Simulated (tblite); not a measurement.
# H38Si28: the cost of one run

Programs: tblite 0.8.0 and PySCF 2.14.0, with routines of our own; each step states its level. All values are computed. Atoms count from 0.

### Step 1. The starting structure

66 atoms, charge 0, multiplicity 1; geometry from: force field, distance geometry or constructed start.

### Step 2. Geometry optimisation with GFN2-xTB

Job settings and geometry (Å):

```
{"job": {"kind": "relax", "xc": "GFN2-xTB", "basis": "xTB"}, "charge": 0, "multiplicity": 1}
Si    -3.389500    -3.396200     6.108300
Si    -2.039800    -2.034000     4.745200
Si    -4.746900    -4.754400     4.753100
Si    -3.395100    -0.674500     3.388200
Si    -0.679900    -3.395600     3.397800
Si    -3.397700    -3.394900     0.676300
Si    -0.678800    -0.677200     0.675600
Si    -2.033200    -2.033900    -0.677400
Si    -2.033900    -4.754200     2.036200
Si    -4.754900    -2.037400     2.038200
Si    -3.396500    -6.111100     3.392300
Si    -6.112400    -3.396400     3.394400
Si    -0.682300     2.037300    -2.031600
Si    -2.034400     0.678300     2.033900
Si     2.034400    -0.673800    -2.036400
Si     0.677000    -2.036000     2.042900
Si     6.110300     3.396300    -3.393500
Si     3.393300     6.106500    -3.395400
Si     2.036000     4.753900    -2.034100
Si     4.754900     2.037500    -2.033900
Si     2.034300     2.040400    -4.750600
Si     4.751200     4.753600    -4.752300
Si     3.397800     3.399000    -6.103300
Si     3.390200     0.674600    -3.395900
Si     0.679400     3.397000    -3.393500
Si     2.030500     2.035700     0.681400
Si     3.395100     3.396700    -0.679600
Si     0.678300     0.679500    -0.677700
H     -2.562400    -4.225400     6.939300
H     -4.224700    -2.562600     6.944700
H     -1.201600    -1.204600     5.582400
H     -5.585400    -5.582200     5.583700
H     -4.226800     0.152600     4.223900
H      0.154600    -4.227100     4.229500
H     -4.224600    -4.224000    -0.155800
H     -2.867500    -1.203000    -1.513200
H     -1.206000    -2.867900    -1.514400
H     -1.204300    -5.581000     1.202600
H     -5.582400    -1.209100     1.205100
H     -2.567800    -6.937900     4.227000
H     -4.225900    -6.943600     2.566800
H     -6.935400    -2.568600     4.229500
H     -6.936400    -4.224800     2.559400
H     -1.507700     1.204700    -2.869800
H     -1.514000     2.869700    -1.202800
H     -1.207100     1.511900     2.864600
H     -2.865600     1.510400     1.204600
H      1.204900    -1.507700    -2.865700
H      2.869600    -1.509900    -1.205000
H      1.512200    -1.204500     2.870000
H      1.509400    -2.875300     1.208300
H      6.947900     4.227100    -2.563300
H      6.940900     2.562600    -4.225700
H      4.222400     6.939700    -2.566000
H      2.563700     6.940400    -4.224300
H      1.204700     5.586500    -1.204600
H      5.590100     1.199500    -1.207100
H      1.207900     1.212800    -5.584200
H      5.583600     5.582800    -5.579500
H      2.562100     4.227800    -6.942300
H      4.222000     2.563900    -6.939800
H      4.229700    -0.152800    -4.227700
H     -0.150800     4.226500    -4.225000
H      2.867800     1.208700     1.511400
H      1.210900     2.871300     1.512300
H      4.220900     4.227600     0.153800
```

Run with:

```bash
> OMP_NUM_THREADS=8 python large_run.py task.json out
```

One launch serves the whole session: the jobs run in the order shown.

Q: Estimate the wall time and peak memory of this first job on 8 threads of Arm Neoverse V2, shared host.

About 7.4 s, with a peak of 0.13 GiB.
